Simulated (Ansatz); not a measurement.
**FH3LiNSi (SMILES [Li][SiH](N)F): one structure at several levels**

An exercise on one series of results from a longer session: the logs are not shown, and one member is left open.

The runs use Ansatz 0.2.0, Gaussian basis; single points in def2-TZVPP.

Correlated methods freeze the cores. The outer core shell of Li, Na, Mg and K is correlated.

## The system as given

SMILES `[Li][SiH](N)F`, 7 atoms, charge 0, spin multiplicity 1.

Atoms are counted from 1 here; the program's logs count them from 0.

Bond lengths: Li1–Si2 2.413 Å, Li1–N3 2.347 Å, Si2–N3 1.713 Å, Si2–F4 1.626 Å, Si2–H5 1.569 Å, N3–H6 1.051 Å, N3–H7 1.095 Å. Angles: Si2–Li1–N3 42.1°, Li1–Si2–N3 66.9°, Li1–Si2–F4 105.4°, Li1–Si2–H5 162.5°, N3–Si2–F4 98.9°, N3–Si2–H5 105.6°, F4–Si2–H5 91.2°, Li1–N3–Si2 71.0°, Li1–N3–H6 112.1°, Li1–N3–H7 138.4°, Si2–N3–H6 112.1°, Si2–N3–H7 113.2°, H6–N3–H7 104.3°.

Geometry (Å):

```xyz
7

Li   -2.05900    0.06750    0.96150
Si   -0.36750    0.39950   -0.72680
N     0.27180   -0.13270    0.77020
F    -0.29280   -1.00330   -1.54480
H     0.85400    0.97150   -1.52890
H     0.77840    0.63520    1.27890
H     1.01950   -0.92530    0.66170
```

The first run:

File run/in.yaml:

```yaml
crystal:
  periodic: [false, false, false]
  atoms:
    - {symbol: Li, position_ang: [-2.059000, 0.067500, 0.961500]}
    - {symbol: Si, position_ang: [-0.367500, 0.399500, -0.726800]}
    - {symbol: N, position_ang: [0.271800, -0.132700, 0.770200]}
    - {symbol: F, position_ang: [-0.292800, -1.003300, -1.544800]}
    - {symbol: H, position_ang: [0.854000, 0.971500, -1.528900]}
    - {symbol: H, position_ang: [0.778400, 0.635200, 1.278900]}
    - {symbol: H, position_ang: [1.019500, -0.925300, 0.661700]}
basis:
  gaussian: {orbitals: def2-TZVPP}
correlation: {method: ccsd_t}
output: {forces: true}
```

The command line of these runs was not kept.

Among the steps run: CCSD(T)/def2-TZVPP; PBE0-D4/def2-TZVPP; wB97M-V/def2-TZVPP; r2SCAN-D4/def2-TZVPP; PBE-D4/def2-TZVPP; r2SCAN0-D4/def2-TZVPP; LC-wPBE/def2-TZVPP.

One table of the session follows, with a row left open; its other results are not shown here.

```
    method  RMS force component (eV/Å)  angle to CCSD(T) forces (°)  dipole (D)
   CCSD(T)                       1.378                    reference        6.94
   PBE0-D4                       1.317                          3.5        6.74
   wB97M-V                       1.362                          2.9        6.85
 r2SCAN-D4                       1.288                          1.9        6.78
    PBE-D4                       1.267                          8.9        6.48
r2SCAN0-D4                       1.346                          6.9        6.91
   LC-wPBE                           ?                            ?           ?
```

Q: Estimate the row for LC-wPBE from the others.

The run gave: RMS force component (eV/Å): 1.382; angle to CCSD(T) forces (°): 5.5; dipole (D): 6.92. In the column «RMS force component (eV/Å)» it is the highest.
